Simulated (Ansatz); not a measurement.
Write a Python script for the Ansatz DFT code, driven from Python that makes energies of removing a hydrogen of C₂H₇B, SMILES BCC. Settings (for the species named): MP2, def2-TZVPP basis, multiplicity 1.

```xyz
10

B    -0.8988    0.7983   -0.7001
C     0.4706    0.3168   -0.2175
C     0.3060   -0.8944    0.6804
H    -1.8702    0.3160   -0.3776
H    -1.0070    1.7744   -1.4443
H     0.9854    1.1538    0.3316
H     1.1123    0.0524   -1.0998
H     1.3860   -1.2125    1.0105
H    -0.2500   -0.6234    1.6413
H    -0.1512   -1.7326    0.1785
```

`c2h7b.py`:
```python
"""X-H bond energies of C2H7B without relaxation."""

import ansatz as az
from ase import Atoms


def energy(molecule, charge=0, unpaired=0):
    calc = molecule.calculation().basis(gaussian="def2-TZVPP").correlation("mp2")
    if charge:
        calc = calc.charge(charge)
    if unpaired:
        calc = calc.spin("collinear", total=unpaired)
    return calc.run().report["free_energy_ev"]

def without(molecule, index):
    rest = az.Crystal.molecule()
    for i, site in enumerate(molecule.cartesian_sites):
        if i != index:
            rest = rest.atom(site.symbol, site.position_ang)
    return rest

atoms = Atoms(["B", "C", "C", "H", "H", "H", "H", "H", "H", "H"], positions=[
    (-0.8988, 0.7983, -0.7001),
    (0.4706, 0.3168, -0.2175),
    (0.306, -0.8944, 0.6804),
    (-1.8702, 0.316, -0.3776),
    (-1.007, 1.7744, -1.4443),
    (0.9854, 1.1538, 0.3316),
    (1.1123, 0.0524, -1.0998),
    (1.386, -1.2125, 1.0105),
    (-0.25, -0.6234, 1.6413),
    (-0.1512, -1.7326, 0.1785),
])
geometry = az.Crystal.molecule_from_ase(atoms)

whole = energy(geometry, 0)
hydrogen = energy(az.Crystal.molecule().atom("H", (0, 0, 0)), 0, 1)
print(f"E(molecule) = {whole:.5f} eV, E(H) = {hydrogen:.5f} eV")
for index in [4, 6, 9]:
    radical = energy(without(geometry, index), 0, 1)
    print(f"H{index}: homolysis {23.060548 * (radical + hydrogen - whole):.1f} kcal/mol")
```

```console
$ python c2h7b.py
E(molecule) = -2856.13063 eV, E(H) = -13.60052 eV
H4: homolysis 106.1 kcal/mol
H6: homolysis 108.0 kcal/mol
H9: homolysis 116.2 kcal/mol
```

Total energies depend on the basis set; only differences at equal settings carry meaning. The geometry is a force-field or estimated start, not a minimum of this method, and the basis set is short of its limit. All parts are taken at fixed geometry, without zero-point energy. Hardware and time: 14 s on 1 thread of Arm Neoverse V2, on a shared host, peak memory 0.4 GiB.
